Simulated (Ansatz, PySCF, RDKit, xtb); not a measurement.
**SiSbH3: a search for the lowest isomer**

Given the formula SiSbH3 and nothing else, which arrangement of the atoms is the most stable in the gas at 298.15 K, and what are its properties?

Plan: many cheap relaxations first (GFN2-xTB), then density-functional screening, relaxation at PBE0-D3(BJ)/def2-SVP, vibrations and a final energy. The numbers are computed, not measured.

6 further runs of the same task are left out: 6 set aside as unsound or not needed.

## (1) Drawing up candidates

A program enumerates the bonding patterns with one Lewis structure each (two rings at most, one unusual centre or charged pair), with their diastereomers. O–O, O–halogen and N–halogen bonds and N–N–N chains are not drawn. That gives 3 candidates.

```tsv
label	SMILES	spin
c255	[SiH][SbH2]	triplet
c441	[SiH][SbH2]	singlet
c532	[SiH2]=[SbH]	singlet
```

Candidates are built by distance geometry, with a force field where one applies, in up to four conformers (letters a to d). 6 starts with atoms placed at random are added, to find patterns that the rules miss.

**Question.** With final energies at CCSD(T)/def2-TZVPP, which structure will this search put lowest in free energy, and by what margin?

| quantity | value |
| --- | --- |
| lowest structure found | [SiH2]=[SbH], singlet, Cs |
| next finalist | [SiH2][SbH] ‡, triplet, 21.9 kcal/mol higher in G |
| share at equilibrium, among the finalists | 100.0 % |
| harmonic wavenumbers, lowest and highest (PBE0-D3(BJ)/def2-SVP) | 393 and 2260 cm⁻¹ |
| rotational constants, same geometry | 2.805, 0.1169, 0.1122 cm⁻¹ |
| dipole moment (PBE0/def2-TZVPD) | 0.62 D |
| HOMO energy (PBE0/def2-TZVPD) | -6.26 eV |
| LUMO energy (PBE0/def2-TZVPD) | -2.42 eV |
| HOMO–LUMO gap (PBE0/def2-TZVPD) | 3.84 eV |
| lowest excitation (TD-CAM-B3LYP/def2-SVPD) | 3.57 eV (f = 0.163) |
| strongest of the states computed, same level | 6.38 eV (f = 0.234) |
| lowest triplet excitation, same level, Tamm-Dancoff | 1.56 eV |
| vertical ionisation energy | 8.18 eV |
| vertical electron affinity | 0.75 eV |
| vertical triplet less singlet | +1.57 eV |

`[SiH2]=[SbH]` comes out lowest. The margin of 21.9 kcal/mol over the next finalist is beyond the usual error of the last level; it says nothing of structures that weren't ranked. r2SCAN-D4/def2-SVP, PBE0-D3(BJ)/def2-SVP, HF/def2-TZVPP and MP2/def2-TZVPP already put its bonding pattern lowest among the structures in one piece. Spin-orbit coupling, which matters for elements this heavy, is left out. The search is not exhaustive (a finite list of starts, one conformer a finalist), so a lower isomer can't be ruled out.

‡ marks the bonded skeleton alone, with all bonds drawn single: no Lewis structure was assigned that passes a check against the bond lengths.
